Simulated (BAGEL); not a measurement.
# HF/cc-pVDZ (density fitting with cc-pvqz-jkfit) run of GaCNCl2 (SMILES N#[C][Ga]([Cl])[Cl])

Aim: the energy change on altering one bond length of GaCNCl2 at HF/cc-pVDZ (density fitting with cc-pvqz-jkfit), from 2 runs. 

The results are computed with BAGEL 1.2.2.

6 further runs of the same task are left out: 6 that didn't finish.

### 1 The structure to begin with

GaCNCl2 has 5 atoms, charge 0, and is taken as a singlet. As SMILES, `N#[C][Ga]([Cl])[Cl]`. Geometry: relaxed at PBE0-D4/def2-TZVP.

Bond lengths: N1–C2 1.152 Å, C2–Ga3 1.918 Å, Ga3–Cl4 2.106 Å, Ga3–Cl5 2.106 Å. Angles: N1–C2–Ga3 180.0°, C2–Ga3–Cl4 119.8°, C2–Ga3–Cl5 119.8°, Cl4–Ga3–Cl5 120.5°.

### 2 The energy at HF/cc-pVDZ (density fitting with cc-pvqz-jkfit)

hf.json reads:

```json
{ "bagel": [

{
  "title": "molecule",
  "basis": "cc-pvdz.json",
  "df_basis": "cc-pvqz-jkfit",
  "angstrom": true,
  "geometry": [
    { "atom": "N", "xyz": [    0.909600,   -1.318100,    1.914000 ] },
    { "atom": "C", "xyz": [    0.493500,   -0.715000,    1.025200 ] },
    { "atom": "Ga", "xyz": [   -0.199400,    0.288700,   -0.455700 ] },
    { "atom": "Cl", "xyz": [   -1.735500,   -0.526200,   -1.643200 ] },
    { "atom": "Cl", "xyz": [    0.581700,    2.197000,   -0.881800 ] }
  ]
},
{ "title": "hf", "charge": 0 },
{ "title": "print", "file": "orbitals.molden", "orbitals": true }

]}
```

The basis set cc-pVDZ is read from a file made from the Basis Set Exchange's data (not shown).

Started as:

```bash
$ BAGEL_NUM_THREADS=1 BAGEL hf.json > hf.out
```

Standard output:

```text
* using 1 threads per process

  ===============================================================
  ===============================================================

  *** Geometry ***

  { "atom" : "N", "xyz" : [      1.718895,     -2.490848,      3.616936 ] },
  { "atom" : "C", "xyz" : [      0.932580,     -1.351154,      1.937347 ] },
  { "atom" : "Ga", "xyz" : [     -0.376811,      0.545564,     -0.861148 ] },
  { "atom" : "Cl", "xyz" : [     -3.279620,     -0.994374,     -3.105198 ] },
  { "atom" : "Cl", "xyz" : [      1.099254,      4.151728,     -1.666360 ] },

  Number of auxiliary basis functions:      726

  Since a DF basis is specified, we compute 2- and 3-index integrals:
    o Being stored without compression. Storage requirement is 0.048 GB

  Number of basis functions:       91
  Number of electrons      :       78

    * METHOD: MOLECULE                             0.81

  *** RHF ***

  === Nuclear Repulsion ===
   473.6927434132

      * DIIS with orbital gradients will be used.

  === RHF iteration (cc-pvdz.json) ===
      0      -2934.48354696          0.01470352           0.31
      1      -2934.55808572          0.01374171           0.26
      2      -2934.66853551          0.00131719           0.21
      3      -2934.67074842          0.00048356           0.21
      4      -2934.67106042          0.00010871           0.22
      5      -2934.67107595          0.00003913           0.22
      6      -2934.67107850          0.00001938           0.21
      7      -2934.67107923          0.00000923           0.21
      8      -2934.67107941          0.00000549           0.21
      9      -2934.67107947          0.00000205           0.22
     10      -2934.67107948          0.00000043           0.26
     11      -2934.67107948          0.00000015           0.22
     12      -2934.67107948          0.00000004           0.23
     13      -2934.67107948          0.00000001           0.24
     14      -2934.67107948          0.00000001           0.26
    * SCF iteration converged.

    * Permanent dipole moment:
           (    0.255263,    -0.370323,     0.545478) a.u.

    * METHOD: HF                                   4.00

    * METHOD: PRINT                                0.03

  ===============================================================
```

It took 5.4 s on 1 thread of Intel Xeon Platinum 8488C (Sapphire Rapids), shared host; peak memory 0.21 GiB.

### 3 The distorted shape at the same level

hf.json reads:

```json
{ "bagel" : [

{
  "title" : "molecule",
  "basis" : "cc-pvdz.json",
  "df_basis" : "cc-pvqz-jkfit",
  "angstrom" : true,
  "geometry" : [
    { "atom" : "N", "xyz" : [       1.117458,      -1.619193,       2.358245 ] },
    { "atom" : "C", "xyz" : [       0.701358,      -1.016093,       1.469445 ] },
    { "atom" : "Ga", "xyz" : [      -0.199400,       0.288700,      -0.455700 ] },
    { "atom" : "Cl", "xyz" : [      -1.735500,      -0.526200,      -1.643200 ] },
    { "atom" : "Cl", "xyz" : [       0.581700,       2.197000,      -0.881800 ] }
  ]
},

{ "title" : "hf" },

{ "title" : "print", "file" : "orbitals.molden", "orbitals" : true }

]}
```

The basis set cc-pVDZ is read from a file made from the Basis Set Exchange's data (not shown).

Started as:

```bash
$ BAGEL_NUM_THREADS=1 BAGEL hf.json > hf.out
```

Standard output:

```text
* using 1 threads per process

  ===============================================================
  ===============================================================

  *** Geometry ***

  { "atom" : "N", "xyz" : [      2.111690,     -3.059831,      4.456437 ] },
  { "atom" : "C", "xyz" : [      1.325375,     -1.920137,      2.776849 ] },
  { "atom" : "Ga", "xyz" : [     -0.376811,      0.545564,     -0.861148 ] },
  { "atom" : "Cl", "xyz" : [     -3.279620,     -0.994374,     -3.105198 ] },
  { "atom" : "Cl", "xyz" : [      1.099254,      4.151728,     -1.666360 ] },

  Number of auxiliary basis functions:      726

  Since a DF basis is specified, we compute 2- and 3-index integrals:
    o Being stored without compression. Storage requirement is 0.048 GB

  Number of basis functions:       91
  Number of electrons      :       78

    * METHOD: MOLECULE                             0.92

  *** RHF ***

  === Nuclear Repulsion ===
   449.0963210622

      * DIIS with orbital gradients will be used.

  === RHF iteration (cc-pvdz.json) ===
      0      -2934.39787535          0.01553847           0.26
      1      -2934.47576659          0.01473551           0.24
      2      -2934.61414855          0.00161287           0.24
      3      -2934.61759323          0.00065262           0.25
      4      -2934.61819350          0.00015548           0.23
      5      -2934.61822793          0.00003651           0.25
      6      -2934.61823056          0.00001278           0.27
      7      -2934.61823081          0.00000435           0.26
      8      -2934.61823083          0.00000215           0.25
      9      -2934.61823084          0.00000103           0.25
     10      -2934.61823084          0.00000049           0.24
     11      -2934.61823084          0.00000021           0.23
     12      -2934.61823084          0.00000005           0.24
     13      -2934.61823084          0.00000001           0.25
     14      -2934.61823084          0.00000000           0.23
    * SCF iteration converged.

    * Permanent dipole moment:
           (    0.666560,    -0.966104,     1.424506) a.u.

    * METHOD: HF                                   4.09

    * METHOD: PRINT                                0.02

  ===============================================================
```

Run time: 5.4 s. Hardware: 1 thread of Intel Xeon Platinum 8488C (Sapphire Rapids), shared host; peak memory 0.21 GiB.

### 4 What came out

Level: HF/cc-pVDZ (density fitting with cc-pvqz-jkfit).

```
                                                          quantity           value
                                         first shape: total energy  -2934.67108 Eh
                                        first shape: dipole moment          1.80 D
                                          first shape: HOMO energy       -13.12 eV
                                          first shape: LUMO energy         0.53 eV
                                        first shape: HOMO–LUMO gap        13.65 eV
                                     distorted shape: total energy  -2934.61823 Eh
                                    distorted shape: dipole moment          4.69 D
                                      distorted shape: HOMO energy       -12.39 eV
                                      distorted shape: LUMO energy         0.01 eV
                                    distorted shape: HOMO–LUMO gap        12.40 eV
energy change with the C2–Ga3 bond stretched from 1.918 to 2.494 Å        1.438 eV
```

What this shows: With the C2–Ga3 bond stretched from 1.918 to 2.494 Å the energy rises by 1.44 eV (139 kJ/mol). The first shape isn't relaxed at this level, so the change isn't measured from a minimum.
